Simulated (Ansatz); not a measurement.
# CH₃ClF₂Ti: a ladder of functionals and wavefunction methods

The task here is to estimate one member of a computed series from the others.

The runs use Ansatz 0.2.0, Gaussian basis; functionals in def2-TZVPP, the program's frozen cores in correlated methods.

Levels to be run: LDA (SPW92), PBE-D4, revPBE-D4, BLYP-D4, r2SCAN-D4, B97M-V, PBE0-D4, B3LYP-D4, r2SCANh-D4, r2SCAN0-D4, HSE06-D4, BHLYP-D4, CAM-B3LYP-D4, LC-ωPBE, ωB97X-V, ωB97M-V, B2PLYP, PBE-QIDH; CCSD(T)/def2-SVP; CCSD(T)/def2-TZVPP; MP2/def2-QZVPP; extrapolation to the limit; RPA on PBE.

### Structure used throughout

An earlier PBE0-D4 in a triple-zeta def2 set relaxation fixed the geometry.

SMILES `[CH3][Ti]([F])([F])[Cl]`, 8 atoms, charge 0, spin multiplicity 1.

Atoms are counted from 1 here; the program's logs count them from 0.

Bond lengths: C1–Ti2 2.030 Å, C1–H6 1.094 Å, C1–H7 1.093 Å, C1–H8 1.093 Å, Ti2–F3 1.745 Å, Ti2–F4 1.745 Å, Ti2–Cl5 2.189 Å. Angles: Ti2–C1–H6 108.1°, Ti2–C1–H7 109.2°, Ti2–C1–H8 109.2°, H6–C1–H7 110.1°, H6–C1–H8 110.1°, H7–C1–H8 110.1°, C1–Ti2–F3 105.2°, C1–Ti2–F4 105.2°, C1–Ti2–Cl5 105.7°, F3–Ti2–F4 112.7°, F3–Ti2–Cl5 113.4°, F4–Ti2–Cl5 113.4°.

As a file:

```
C    -0.8899   -0.1827    0.5474
Ti    0.8140    0.0616   -0.5292
F     1.9507   -1.0782    0.1457
F     0.3751   -0.3176   -2.1754
Cl    1.4021    2.1503   -0.2439
H    -1.2202   -1.2197    0.4319
H    -0.6840    0.0301    1.5997
H    -1.6557    0.4991    0.1681
```

The first run:

Contents of in.yaml:

```yaml
crystal:
  periodic: [false, false, false]
  atoms:
    - {symbol: C, position_ang: [-0.889919, -0.182738, 0.547363]}
    - {symbol: Ti, position_ang: [0.814047, 0.061592, -0.529189]}
    - {symbol: F, position_ang: [1.950674, -1.078199, 0.145678]}
    - {symbol: F, position_ang: [0.375150, -0.317574, -2.175425]}
    - {symbol: Cl, position_ang: [1.402123, 2.150324, -0.243873]}
    - {symbol: H, position_ang: [-1.220163, -1.219736, 0.431852]}
    - {symbol: H, position_ang: [-0.683983, 0.030148, 1.599733]}
    - {symbol: H, position_ang: [-1.655728, 0.499084, 0.168061]}
basis:
  gaussian: {orbitals: def2-TZVPP}
hamiltonian: {xc: lda}
output: {orbitals: {seedname: orbitals}}
```

Launch:

```bash
$ ansatz run in.yaml --threads 4 --pin off --events-out ev --progress --plain --max-ram 10444MiB
```

Among the steps run: LDA; PBE-D4 (GGA); revPBE-D4 (GGA); BLYP-D4 (GGA); r2SCAN-D4 (meta-GGA); B97M-V (meta-GGA); PBE0-D4 (hybrid); B3LYP-D4 (hybrid); r2SCANh-D4 (hybrid); r2SCAN0-D4 (hybrid); HSE06-D4 (hybrid); BHLYP-D4 (hybrid); CAM-B3LYP-D4 (range-separated); LC-ωPBE (range-separated); ωB97X-V (range-separated); ωB97M-V (range-separated); B2PLYP (double hybrid); PBE-QIDH (double hybrid).

One table of the session follows, with a row left open; its other results are not shown here.

It belongs to the step «Orbital energies across the functionals». 

```
  functional  HOMO (eV)  LUMO (eV)  gap (eV)
 LDA (SPW92)      -7.57      -4.16      3.41
      PBE-D4      -7.41      -3.88      3.53
   revPBE-D4          ?          ?         ?
     BLYP-D4      -7.30      -3.78      3.52
   r2SCAN-D4      -7.76      -3.78      3.98
      B97M-V      -7.87      -3.71      4.16
     PBE0-D4      -8.94      -2.84      6.09
    B3LYP-D4      -8.69      -3.13      5.56
  r2SCANh-D4      -8.32      -3.38      4.94
  r2SCAN0-D4      -9.17      -2.76      6.40
    HSE06-D4      -8.53      -3.23      5.30
    BHLYP-D4     -10.34      -1.61      8.74
CAM-B3LYP-D4     -10.40      -1.71      8.69
     LC-ωPBE     -11.80      -0.55     11.26
     ωB97X-V     -11.42      -0.55     10.88
     ωB97M-V     -11.30      -0.54     10.76
```

Estimate the missing values for revPBE-D4.

As computed: HOMO (eV): -7.34; LUMO (eV): -3.78; gap (eV): 3.56. In the column «HOMO (eV)» it lies between PBE-D4 (-7.41) and BLYP-D4 (-7.30).
